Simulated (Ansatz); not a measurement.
# C2H6O2Si: how energies converge with the basis set

How large a basis does C2H6O2Si need? Two functionals are run in growing sets.

Computed with Ansatz 0.2.0, Gaussian basis. Level: one geometry, several basis sets.

Plan: PBE0-D4/def2-SVP; ωB97M-V/def2-SVP; PBE0-D4/def2-QZVPP; ωB97M-V/def2-QZVPP; the functionals' def2-TZVPP values are taken from earlier runs.

## (1) The relaxed structure

An earlier PBE0-D4 in a triple-zeta def2 set relaxation fixed the geometry.

SMILES `COC(=O)[SiH3]`, 11 atoms, charge 0, spin multiplicity 1.

Atoms are counted from 1 here; the program's logs count them from 0.

Bond lengths: C1–O2 1.429 Å, C1–H6 1.091 Å, C1–H7 1.087 Å, C1–H8 1.091 Å, O2–C3 1.340 Å, C3–O4 1.203 Å, C3–Si5 1.920 Å, Si5–H9 1.482 Å, Si5–H10 1.482 Å, Si5–H11 1.483 Å. Angles: O2–C1–H6 110.5°, O2–C1–H7 105.8°, O2–C1–H8 110.5°, H6–C1–H7 110.6°, H6–C1–H8 108.8°, H7–C1–H8 110.6°, C1–O2–C3 115.5°, O2–C3–O4 123.5°, O2–C3–Si5 113.9°, O4–C3–Si5 122.6°, C3–Si5–H9 111.7°, C3–Si5–H10 106.9°, C3–Si5–H11 106.8°, H9–Si5–H10 110.7°, H9–Si5–H11 110.5°, H10–Si5–H11 110.1°.

## (2) PBE0-D4 in def2-SVP

in.yaml reads:

```yaml
crystal:
  periodic: [false, false, false]
  atoms:
    - {symbol: C, position_ang: [-1.460396, -1.245108, 0.675808]}
    - {symbol: O, position_ang: [-0.772129, -0.024379, 0.393851]}
    - {symbol: C, position_ang: [0.418543, -0.158651, -0.205713]}
    - {symbol: O, position_ang: [0.899965, -1.222088, -0.497122]}
    - {symbol: Si, position_ang: [1.296701, 1.509102, -0.571243]}
    - {symbol: H, position_ang: [-1.653985, -1.795354, -0.245745]}
    - {symbol: H, position_ang: [-2.393630, -0.955250, 1.152537]}
    - {symbol: H, position_ang: [-0.867029, -1.872426, 1.342075]}
    - {symbol: H, position_ang: [0.519729, 2.661313, -0.055233]}
    - {symbol: H, position_ang: [2.629125, 1.444665, 0.074469]}
    - {symbol: H, position_ang: [1.448505, 1.601177, -2.043084]}
basis:
  gaussian: {orbitals: def2-SVP}
hamiltonian: {xc: pbe0, dispersion: d4}
output: {orbitals: {seedname: orbitals}}
```

Started as:

```
$ ansatz run in.yaml --threads 4 --pin off --events-out ev --progress --plain --max-ram 10444MiB
```

Further steps of the session: ωB97M-V in def2-SVP; PBE0-D4 in def2-QZVPP; ωB97M-V in def2-QZVPP.

**Question.** What will the summary of the whole plan be? Wanted: PBE0-D4: double and triple zeta above quadruple; ωB97M-V: double and triple zeta above quadruple.

As calculated:

| quantity | value |
| --- | --- |
| PBE0-D4: double and triple zeta above quadruple | 10.61, 0.61 eV |
| ωB97M-V: double and triple zeta above quadruple | 10.85, 0.57 eV |

PBE0-D4 gains 10.00 eV from double to triple zeta, then 0.61 eV more. These are total energies; as a rule much of such shifts cancels in differences, which this series doesn't test.
